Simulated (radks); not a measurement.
# Polarisabilities and dispersion coefficients of Cd³⁺, Te⁺, P⁺ and others

Aim: static dipole polarisabilities and C6 coefficients, each species in its NIST ground configuration. After each ground state the linear response is solved; its values go to the run's result record, not to the log. Response by self-consistent Sternheimer equations with the Hartree and adiabatic LDA kernel, the relativistic mass of each level held fixed and spin-orbit coupling left out.

Program: radks (a radial shooting solver on a logarithmic mesh, Libxc functionals) version 1. Level of theory: scalar-relativistic Kohn-Sham, LDA (Slater exchange, Perdew-Wang correlation), spin-polarised, spherical densities, finite nucleus; open shells are filled with parallel spins first. These are calculated values, not measurements, unless marked.

## 1. The system

```
species : Cd³⁺ ([Kr] 4d9), Te⁺ ([Kr] 4d10 5s2 5p3), P⁺ ([Ne] 3s2 3p2), Pt ([Xe] 4f14 5d9 6s1), Tc³⁺ ([Kr] 4d4), Ta³⁺ ([Xe] 4f14 5d2), Dy ([Xe] 4f10 6s2)
```

## 2. Cd³⁺, [Kr] 4d9

The run's settings:

```text
Z 48
configuration [Kr] 4d9
relativity scalar-relativistic
functional lda,pw
spin polarised
nucleus finite rms 4.6087 fm
c 137.035999084
response adiabatic LDA kernel
```

## 3. Te⁺, [Kr] 4d10 5s2 5p3

The run's settings:

```text
Z 52
configuration [Kr] 4d10 5s2 5p3
relativity scalar-relativistic
functional lda,pw
spin polarised
nucleus finite rms 4.7423 fm
c 137.035999084
response adiabatic LDA kernel
```

## 4. P⁺, [Ne] 3s2 3p2

The run's settings:

```text
Z 15
configuration [Ne] 3s2 3p2
relativity scalar-relativistic
functional lda,pw
spin polarised
nucleus finite rms 3.1889 fm
c 137.035999084
response adiabatic LDA kernel
```

## 5. Pt, [Xe] 4f14 5d9 6s1

The run's settings:

```text
Z 78
configuration [Xe] 4f14 5d9 6s1
relativity scalar-relativistic
functional lda,pw
spin polarised
nucleus finite rms 5.427 fm
c 137.035999084
response adiabatic LDA kernel
```

## 6. Tc³⁺, [Kr] 4d4

The run's settings:

```text
Z 43
configuration [Kr] 4d4
relativity scalar-relativistic
functional lda,pw
spin polarised
nucleus finite rms 4.4112 fm
c 137.035999084
response adiabatic LDA kernel
```

## 7. Ta³⁺, [Xe] 4f14 5d2

The run's settings:

```text
Z 73
configuration [Xe] 4f14 5d2
relativity scalar-relativistic
functional lda,pw
spin polarised
nucleus finite rms 5.3507 fm
c 137.035999084
response adiabatic LDA kernel
```

## 8. Dy, [Xe] 4f10 6s2

The run's settings:

```text
Z 66
configuration [Xe] 4f10 6s2
relativity scalar-relativistic
functional lda,pw
spin polarised
nucleus finite rms 5.2218 fm
c 137.035999084
response adiabatic LDA kernel
```

Q: Predict the outcome of this session. Wanted: for each run, species; −ε(HOMO); α; α uncoupled; C6; recommended α.

The runs gave:

```
species  −ε(HOMO) (eV)  α (bohr³)  α uncoupled (bohr³)  C6 (hartree bohr⁶)  recommended α (bohr³)
   Cd³⁺         45.682      3.840                5.754               17.27                      -
    Te⁺         14.591      22.23                36.08               188.3                      -
     P⁺         14.993      14.35                23.23               73.68                      -
     Pt          5.920      37.72                71.53               363.8                     48
   Tc³⁺         36.517      5.575                7.962               25.51                      -
   Ta³⁺         30.082      7.435                10.85               36.85                      -
     Dy          1.728      146.1                300.0                2125                    163
```

What this shows: Uncoupled leaves out the potential induced by the response; C6 and C8 are for like pairs. Dy is the most polarisable and Cd³⁺ the least, a factor 38.1 apart. For the pair Dy–Cd³⁺ the Casimir-Polder integral gives C6 = 117.0, the rule 2·Ca·Cb/(Ca·αb/αa + Cb·αa/αb) on the like-pair values 102.9. Against the recommended values (Schwerdtfeger and Nagle, 2023 table) the misses are Pt -21 %, Dy -10 %. For heavy and open-shell atoms this level can miss by tens of per cent.
